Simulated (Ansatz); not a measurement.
## ClH3SbSi, SMILES [SiH3][Sb][Cl]: a search for lower mean-field states, step by step

Program: the Ansatz DFT code, driven from Python.

Run as a notebook:

In [1]:
```python
import ansatz as az
import numpy as np
```

In [2]:
```python
GEOMETRY = """
Si   -0.51620    0.35170   -0.22620
Sb    1.74080    0.38710    0.76870
Cl    1.77980   -2.01100    0.73470
H    -0.45390   -0.26340   -1.54970
H    -1.48600   -0.32770    0.63610
H    -1.02250    1.79940   -0.40990
"""

system = az.Crystal.molecule()
for line in GEOMETRY.strip().splitlines():
    symbol, *xyz = line.split()
    system = system.atom(symbol, [float(v) for v in xyz])
symbols = [site.symbol for site in system.cartesian_sites]
```

In [3]:
```python
start = np.array([site.position_ang for site in system.cartesian_sites])
for factor in [1.0, 1.25, 1.6]:
    xyz = (start - start.mean(axis=0)) * factor
    scaled = az.Crystal.molecule()
    for symbol, place in zip(symbols, xyz):
        scaled = scaled.atom(symbol, place.tolist())
    setup = (
        scaled.calculation()
        .basis(gaussian="def2-SVP")
        .functional("HF")
        .spin("collinear", total=1)
    )
    for search in ("off", "standard"):
        try:
            r = setup.scf(lower_state_search=search).run(threads=1, pin="off").report
        except az.AnsatzError as error:
            print(f"x{factor} search {search}: {type(error).__name__}")
            continue
        state = r["mean_field"]["state"]
        print(f"all distances x{factor}, search {search:8s} E = {r['free_energy_ev']:.5f} eV  <S^2> = {abs(state['spin_squared']):.3f}  other states met: {len(r['mean_field']['others'])}")
```
```text
all distances x1.0, search off      E = -26918.22258 eV  <S^2> = 0.762  other states met: 0
all distances x1.0, search standard E = -26918.22258 eV  <S^2> = 0.762  other states met: 0
all distances x1.25, search off      E = -26913.98819 eV  <S^2> = 1.390  other states met: 0
all distances x1.25, search standard E = -26913.98819 eV  <S^2> = 1.390  other states met: 4
all distances x1.6, search off      E = -26909.02437 eV  <S^2> = 3.756  other states met: 0
all distances x1.6, search standard E = -26909.02437 eV  <S^2> = 3.756  other states met: 8
```

Notes:
- These settings explore the input space; basis and method may be short of convergence.
- The count of other states can hold repeated and symmetry-equivalent ends of the search; scaling all distances is a test, and for more than two atoms no physical path.
- The structure is a rough, unrelaxed start.
- def2 sets replace the cores of elements past krypton by effective core potentials.
- The species is open-shell (spin multiplicity 2).
- The expectation value of S² is noticeably off S(S+1) in at least one run, so that state is spin-contaminated.
- It ran for 28 s on 1 thread of Intel(R) Xeon(R) 6975P-C (Granite Rapids) (shared host), peak memory 0.33 GiB.

(Lines on the test bed's own set-up are left out of the output.)
